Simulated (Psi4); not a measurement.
**TiH4 (SMILES [H][Ti]([H])([H])[H]): HSE06/aug-cc-pVDZ**

What is the energy change on altering one bond length of TiH4 at HSE06/aug-cc-pVDZ? Input form: a Python script.

The results are computed with Psi4 1.11.

9 further runs of the same task are left out: 8 that didn't finish, 1 set aside as unsound or not needed.

## Step 1: The structure to begin with

The species is TiH4 (5 atoms), meant as a singlet with charge 0. SMILES: `[H][Ti]([H])([H])[H]`. The shape comes from GFN2-xTB, which is rough for such elements, and wasn't checked as a minimum.

Bond lengths: Ti1–H2 1.731 Å, Ti1–H3 1.731 Å, Ti1–H4 1.731 Å, Ti1–H5 1.731 Å. Angles: H2–Ti1–H3 109.4°, H2–Ti1–H4 109.4°, H2–Ti1–H5 109.5°, H3–Ti1–H4 109.5°, H3–Ti1–H5 109.5°, H4–Ti1–H5 109.4°.

## Step 2: Energy and gradient at HSE06/aug-cc-pVDZ

h4ti.xyz

```xyz
5
H4Ti
Ti    -0.000010    -0.000210    -0.000150
H      0.010960    -0.016820     1.730970
H      1.628940     0.010440    -0.586290
H     -0.824250     1.416520    -0.557510
H     -0.815640    -1.409940    -0.587010
```

calc.py

```python
import psi4

psi4.set_memory(1600000000)
psi4.set_num_threads(1)
psi4.set_output_file('output.dat', False)

with open('h4ti.xyz') as f:
    atoms = ''.join(f.readlines()[2:])
mol = psi4.geometry('0 1\n' + atoms + 'symmetry c1\nno_reorient\nno_com')

options = {'basis': 'aug-cc-pVDZ', 'puream': True, 'e_convergence': 1e-09, 'd_convergence': 1e-08, 'scf_type': 'pk', 'dft_radial_points': 99, 'dft_spherical_points': 590}
psi4.set_options(options)

E, wfn = psi4.gradient('hse06', return_wfn=True)
print('gradient / Eh bohr^-1')
print(E.np.round(6))
print(f'energy = {wfn.energy():.10f} Eh')
```

Run with:

```console
python calc.py
```

output.dat:

```text
[...]
  Running in c1 symmetry.
[...]
  Nuclear repulsion =   28.021838281682800
[...]
  Multiplicity = 1
[...]
  Nalpha       = 13
  Nbeta        = 13
[...]
    Number of basis functions: 95
[...]
   @RKS iter   1:  -851.51481089689923   -4.37162e-01   2.19219e-03 DIIS/ADIIS
[...]
   @RKS iter   9:  -851.55350857633471   -1.46656e-11   3.01703e-09 DIIS
[...]
    Orbital Energies [Eh]
    ---------------------
    Doubly Occupied:
       1A   -179.192455     2A    -20.065383     3A    -16.741439
       4A    -16.741434     5A    -16.741431     6A     -2.459251
       7A     -1.551437     8A     -1.551419     9A     -1.551410
      10A     -0.335571    11A     -0.308395    12A     -0.308368
      13A     -0.308357
[...]
  @RKS Final Energy:  -851.55350857633471
   => Energetics <=
    Nuclear Repulsion Energy =             28.0218382816828004
    One-Electron Energy =               -1219.9844766468845592
    Two-Electron Energy =                 373.4297045290406913
    DFT Exchange-Correlation Energy =     -33.0205747401737355
    Empirical Dispersion Energy =           0.0000000000000000
    VV10 Nonlocal Energy =                  0.0000000000000000
    Total Energy =                       -851.5535085763347070
[...]
 Multipole Moments:
 ------------------------------------------------------------------------------------
     Multipole            Electronic (a.u.)      Nuclear  (a.u.)        Total (a.u.)
 ------------------------------------------------------------------------------------
 L = 1.  Multiply by 2.5417464519 to convert [e a0] to [Debye]
 Dipole X            :          0.0003722           -0.0003968           -0.0000246
 Dipole Y            :          0.0078525           -0.0083526           -0.0005001
 Dipole Z            :          0.0055788           -0.0059337           -0.0003549
 Magnitude           :                                                    0.0006137
[...]
  -Total Gradient:
     Atom            X                  Y                   Z
    ------   -----------------  -----------------  -----------------
       1       -0.000006253433    -0.000029044607    -0.000022536175
       2        0.000063883778    -0.000064430717     0.008361904388
       3        0.007870207118     0.000048277716    -0.002816118425
       4       -0.003991099078     0.006838487678    -0.002682807882
       5       -0.003937625962    -0.006790976398    -0.002840451448
[...]
```

The script printed:

```text
gradient / Eh bohr^-1
[[-6.000e-06 -2.900e-05 -2.300e-05]
 [ 6.400e-05 -6.400e-05  8.362e-03]
 [ 7.870e-03  4.800e-05 -2.816e-03]
 [-3.991e-03  6.838e-03 -2.683e-03]
 [-3.938e-03 -6.791e-03 -2.840e-03]]
energy = -851.5535085763 Eh
```

Run time: 4.3 min. Hardware: 1 thread of AMD EPYC 9R45 (Zen 5), shared host; peak memory 1.9 GiB.

## Step 3: The distorted shape: the energy at HSE06/aug-cc-pVDZ

run.py

```python
import psi4

psi4.set_memory('1600 MB')
psi4.set_num_threads(1)
psi4.set_output_file('output.dat', False)

molecule = psi4.geometry("""
0 1
Ti
H 1 1.731234
H 1 1.731228 2 109.42929
H 1 2.5968 3 109.50807 2 119.9566
H 1 1.731183 3 109.48394 2 -120.04243
units angstrom
symmetry c1
no_reorient
no_com
""")

psi4.set_options({
    'puream': True,
    'e_convergence': 1e-09,
    'd_convergence': 1e-08,
    'scf_type': 'pk',
    'dft_radial_points': 99,
    'dft_spherical_points': 590,
})

energy_value, wavefunction = psi4.energy("hse06/aug-cc-pVDZ", molecule=molecule, return_wfn=True)
psi4.oeprop(wavefunction, "MAYER_INDICES", "LOWDIN_CHARGES", "QUADRUPOLE", title="HSE06")
print(f'hse06/aug-cc-pVDZ energy: {energy_value:.10f} Eh')
```

Run with:

```console
python run.py
```

output.dat:

```text
[...]
  Running in c1 symmetry.
[...]
  Nuclear repulsion =   25.663623377220780
[...]
  Multiplicity = 1
[...]
  Nalpha       = 13
  Nbeta        = 13
[...]
    Number of basis functions: 95
[...]
   @RKS iter   1:  -851.36901766498431   -3.73047e-01   4.00453e-03 DIIS/ADIIS
[...]
   @RKS iter  12:  -851.48914978857306   -5.68434e-12   6.32318e-09 DIIS
[...]
    Orbital Energies [Eh]
    ---------------------
    Doubly Occupied:
       1A   -179.221836     2A    -20.091809     3A    -16.768631
       4A    -16.767992     5A    -16.767985     6A     -2.483525
       7A     -1.575916     8A     -1.574645     9A     -1.574624
      10A     -0.345378    11A     -0.326231    12A     -0.326205
      13A     -0.244803
[...]
  @RKS Final Energy:  -851.48914978857306
   => Energetics <=
    Nuclear Repulsion Energy =             25.6636233772207802
    One-Electron Energy =               -1214.7637579685840592
    Two-Electron Energy =                 370.5584421685640564
    DFT Exchange-Correlation Energy =     -32.9474573657739711
    Empirical Dispersion Energy =           0.0000000000000000
    VV10 Nonlocal Energy =                  0.0000000000000000
    Total Energy =                       -851.4891497885731724
[...]
 Multipole Moments:
 ------------------------------------------------------------------------------------
     Multipole            Electronic (a.u.)      Nuclear  (a.u.)        Total (a.u.)
 ------------------------------------------------------------------------------------
 L = 1.  Multiply by 2.5417464519 to convert [e a0] to [Debye]
 Dipole X            :          1.2319807           -0.6633962            0.5685845
 Dipole Y            :          0.7102958           -0.3823900            0.3279058
 Dipole Z            :          0.5004514           -0.2692313            0.2312201
 Magnitude           :                                                    0.6958975
 L = 2.  Multiply by 1.3450342976 to convert [e a0^2] to [Debye ang]
 Quadrupole XX       :        -43.2393953           23.1365740          -20.1028213
 Quadrupole XY       :         -6.5529372            5.1239679           -1.4289693
[...]
```

The script printed:

```text
hse06/aug-cc-pVDZ energy: -851.4891497886 Eh
```

It took 75 s on 1 thread of AMD EPYC 9R45 (Zen 5), shared host; peak memory 1.8 GiB.

## Step 4: Outcome

Level: HSE06/aug-cc-pVDZ.

| quantity | value |
| --- | --- |
| first shape: total energy | -851.55351 Eh |
| first shape: dipole moment | 0.00 D |
| first shape: HOMO energy | -8.39 eV |
| first shape: LUMO energy | -3.44 eV |
| first shape: HOMO–LUMO gap | 4.95 eV |
| first shape: largest force on an atom | 0.430 eV/Å |
| distorted shape: total energy | -851.48915 Eh |
| distorted shape: dipole moment | 1.77 D |
| distorted shape: HOMO energy | -6.66 eV |
| distorted shape: LUMO energy | -3.97 eV |
| distorted shape: HOMO–LUMO gap | 2.69 eV |
| energy change with the Ti1–H4 bond stretched from 1.731 to 2.597 Å | 1.751 eV |

With the Ti1–H4 bond stretched from 1.731 to 2.597 Å the energy rises by 1.75 eV (40 kcal/mol). The first shape isn't relaxed at this level, so the change isn't measured from a minimum. A restricted reference can't describe the breaking bond well at this length. The largest force (first shape) is 0.43 eV/Å: the shape isn't a stationary point for this species at this level.
